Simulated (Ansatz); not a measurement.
# LaCo2B2: the cost of one run

Method: DFT LDA, scalar-relativistic, plane waves, PAW, in Ansatz 0.2.0.

The COD entry's cell or inner coordinates are ideal or old and differ from later refinements, so a difference from it is no clean test against experiment.

## (1) The starting structure

It takes space group I4/mmm (No. 139, tetragonal). The conventional cell has a = 3.528 Å, b = 3.528 Å, c = 10.065 Å, α = 90.00°, β = 90.00°, γ = 90.00°. La (site symmetry 4/mmm) has 10 B at 3.01 to 3.35 Å and 8 Co at 3.07 Å as nearest neighbours. Co (site symmetry -4m2) has 4 B at 1.95 Å as nearest neighbours. B (site symmetry 4mm) has 4 Co at 1.95 Å as nearest neighbours.

As a file:

```xyz
5
Lattice="-1.7639 1.7639 5.0324 1.7639 -1.7639 5.0324 1.7639 1.7639 -5.0324" Properties=species:S:1:pos:R:3 pbc="T T T"
La    0.0000    0.0000    0.0000
Co    0.0000    1.7639    2.5162
Co    1.7639    0.0000    2.5162
B     0.0000    0.0000    3.3540
B     0.0000    0.0000    6.7108
```

## (2) A single point with the electronic structure

input.yaml

```yaml
crystal:
  lattice:
    - [-1.7639090349, 1.7639090349, 5.0324147052]
    - [1.7639090349, -1.7639090349, 5.0324147052]
    - [1.7639090349, 1.7639090349, -5.0324147052]
  atoms:
    - { symbol: La, position: [0.0, 0.0, 0.0] }
    - { symbol: Co, position: [0.75, 0.25, 0.5] }
    - { symbol: Co, position: [0.25, 0.75, 0.5] }
    - { symbol: B, position: [0.3332409239, 0.3332409239, 0.0] }
    - { symbol: B, position: [0.6667590761, 0.6667590761, 0.0] }
basis:
  ecutwfc: 420
  ecutrho_ratio: 4
kpoints:
  mp_grid: { grid: [16, 16, 16] }
  band_path:
    path:
      - [[0.0, 0.0, 0.0], [0.0, 0.0, 0.5], [0.25, 0.25, 0.25], [0.0, 0.5, 0.0], [0.0, 0.0, 0.0], [0.5, 0.5, -0.5], [0.28071422, 0.71928578, -0.28071422]]
      - [[-0.28071422, 0.28071422, 0.28071422], [0.0, 0.0, 0.0]]
      - [[0.0, 0.0, 0.5], [-0.06142845, 0.06142845, 0.5]]
      - [[0.5, 0.5, -0.06142845], [0.5, 0.5, -0.5]]
    npoints: 14
hamiltonian:
  xc: lda
scf:
  occupations: { method: gaussian, width: 0.05 }
  n_extra_bands: 20
output:
  forces: true
  stress: true
  eigenvalues: true
  populations: true
  hubbard: { sites: [{ species: La, l: f }] }
  dos: { projected: true, de: 0.02, nscf_kmesh: { grid: [24, 24, 24] } }
  bader: true
```

Started as:

```console
$ ansatz run input.yaml --threads 2 --pin off --max-ram 5120MiB --backend cpu --events-out ev --progress --plain --runs-dir out
```

Q: Estimate wall time and peak memory on 2 threads of Intel Xeon at 2.70GHz, shared host.

About 2.8 min, with a peak of 1.8 GiB.
